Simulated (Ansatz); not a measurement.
# TiH₂ (singlet): wave-function methods side by side at distance Ti1–H2 = 1.641 Å, def2-TZVP

How much of the correlation energy of TiH₂ (singlet) does each wave-function method recover here?

The runs use Ansatz 0.2.0, Gaussian basis; def2-TZVP, core rule «outside noble gas», up to 9 orbitals frozen.

The runs, in order: UHF; CCSD(T) on RHF; CCSD(T) on UHF; CISD; CCSDT(Q) on RHF; CCSDT(Q) on UHF; CCSDTQ on RHF; CASSCF and MRCISD+Q, 2 electrons in 2 orbitals; CASSCF and NEVPT2, 2 electrons in 2 orbitals; CASSCF and MRCISD+Q, 6 electrons in 8 orbitals; CASSCF and NEVPT2, 6 electrons in 8 orbitals; Full CI.

6 further runs of the same task are left out: 6 for a known fault of the program.

### 1 What is computed

The geometry derives from a PBE0/def2-TZVP stationary point (not a proven minimum). One bond is set to the value named and the two fragments are kept rigid.

3 atoms, charge 0, spin multiplicity 1.

Atoms are counted from 1 here; the program's logs count them from 0.

Bond lengths: Ti1–H2 1.641 Å, Ti1–H3 1.847 Å. Angles: H2–Ti1–H3 180.0°.

### 2 UHF

in.yaml reads:

```yaml
crystal:
  periodic: [false, false, false]
  atoms:
    - {symbol: Ti, position_ang: [0.000000, 0.000000, -0.068800]}
    - {symbol: H, position_ang: [0.000000, 0.000000, -1.709800]}
    - {symbol: H, position_ang: [0.000000, 0.000000, 1.778600]}
basis:
  gaussian: {orbitals: def2-TZVP}
magnetization: {spin_polarized: true, initial_magnetization: 0}
hamiltonian: {xc: hf}
output: {orbitals: {seedname: orbitals}}
```

Run with:

```sh
> ansatz run in.yaml --threads 1 --pin off --events-out ev --progress --plain --max-ram 2816MiB --backend cpu
```

Further steps of the session: CCSD(T) on RHF; CCSD(T) on UHF; CISD; CCSDT(Q) on RHF; CCSDT(Q) on UHF; CCSDTQ on RHF; CASSCF and MRCISD+Q, 2 electrons in 2 orbitals; CASSCF and NEVPT2, 2 electrons in 2 orbitals; CASSCF and MRCISD+Q, 6 electrons in 8 orbitals; CASSCF and NEVPT2, 6 electrons in 8 orbitals; Full CI.

Before running them: what should the planned runs give, taken together? Wanted: FCI below the RHF energy; RMP2 from FCI; RCCSD from FCI; RCCSD(T) from FCI; RCCSDT(Q) from FCI; T1 diagnostic; effectively unpaired electrons.

The runs gave:

| quantity | value |
| --- | --- |
| FCI below the RHF energy | -3.1777 eV |
| RMP2 from FCI | +1165.1 meV |
| RCCSD from FCI | +294.2 meV |
| RCCSD(T) from FCI | +160.0 meV |
| RCCSDT(Q) from FCI | +6.3 meV |
| levels within 1 kcal/mol (43 meV) | RCCSDT, RCCSDT(Q), RCCSDTQ |
| T1 diagnostic | 0.018 |
| effectively unpaired electrons | 2.07 |

**Reading.** RCCSD(T) lands +160.0 meV from the yardstick (5.0 % of the correlation energy). The occupations show strong static correlation (2.1 unpaired electrons where one determinant has 0). These misses are within one basis, not against nature.
